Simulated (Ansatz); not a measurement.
# Ga4P3N: the cell at several levels of theory

Cell and atoms of Ga4P3N, ordered on the zincblende lattice (Pmm2) with 8 atoms a cell are relaxed in turn with PBE and r2SCAN. This is a trial cell built on a prototype, not taken from a measured structure, and it needn't be the compound's ground state.

The runs shown are made with Ansatz 0.2.0. PAW datasets, plane waves, zero pressure. Spin-unpolarised throughout. Whether this structure exists isn't addressed.

## (1) The cell

This is the cell as the run starts from it, not yet at rest; its lengths are not the crystal's.

The symmetry is Pmm2 (No. 25, orthorhombic); a = 3.506 Å, b = 7.011 Å, c = 4.958 Å in the conventional setting, 15.23 Å³ an atom. Near N stand 4 Ga at 2.15 Å; near Ga stand 2 N at 2.15 Å and 2 P at 2.15 Å; near P stand 4 Ga at 2.15 Å; near Ga stand 3 P at 2.15 Å and 1 N at 2.15 Å.

Structure file:

```xyz
8
Lattice="3.5055 0.0000 0.0000 0.0000 7.0110 0.0000 0.0000 0.0000 4.9575" Properties=species:S:1:pos:R:3 pbc="T T T"
N     0.0000    0.0000    0.0000
Ga    1.7528    0.0000    3.7182
P     1.7528    5.2583    2.4788
Ga    0.0000    5.2583    1.2394
P     0.0000    3.5055    0.0000
Ga    1.7528    3.5055    3.7182
P     1.7528    1.7528    2.4788
Ga    0.0000    1.7528    1.2394
```

## (2) Relaxing with PBE

Contents of input.yaml:

```yaml
crystal:
  lattice:
    - [3.5055055957, 0.0, 0.0]
    - [0.0, 7.0110111915, 0.0]
    - [0.0, 0.0, 4.9575335565]
  atoms:
    - { symbol: "N", position: [0.0, 0.0, 0.0] }
    - { symbol: Ga, position: [0.5, 0.0, 0.75] }
    - { symbol: P, position: [0.5, 0.75, 0.5] }
    - { symbol: Ga, position: [0.0, 0.75, 0.25] }
    - { symbol: P, position: [0.0, 0.5, 0.0] }
    - { symbol: Ga, position: [0.5, 0.5, 0.75] }
    - { symbol: P, position: [0.5, 0.25, 0.5] }
    - { symbol: Ga, position: [0.0, 0.25, 0.25] }
kpoints:
  mp_grid: { grid: [6, 4, 6] }
hamiltonian:
  xc: pbe
scf:
  occupations: { method: fermi_dirac, width: 0.02 }
relax:
  f_tol: 0.005
  cell: {}
output:
  write_density: true
  write_potential: true
  elf: true
  volumetric_format: npy
```

The run is started by

```bash
$ ansatz run input.yaml --threads 2 --pin off --max-ram 29491MiB --backend cpu --events-out ev --progress --plain --runs-dir out
```

After this run come: r2SCAN: cell and atoms.

What does the calculation give? Wanted: for each run, a; b; c; volume; space group; SCF geometries.

**Answer**, as computed:

| level | a (Å) | b (Å) | c (Å) | volume (Å³/atom) | space group | SCF geometries |
| --- | --- | --- | --- | --- | --- | --- |
| PBE | 3.731 | 7.503 | 5.226 | 18.283 | Pmm2 | 10 |
| r2SCAN | 3.694 | 7.431 | 5.164 | 17.721 | Pmm2 | 6 |

From the start to the first minimum the volume moved by +20.0 %. r2SCAN gives the smallest cell and PBE the largest; they differ by 3.2 % in volume, a mean of 1.0 % in length. The meshes differ: PBE 6×4×6, r2SCAN 6×4×4.
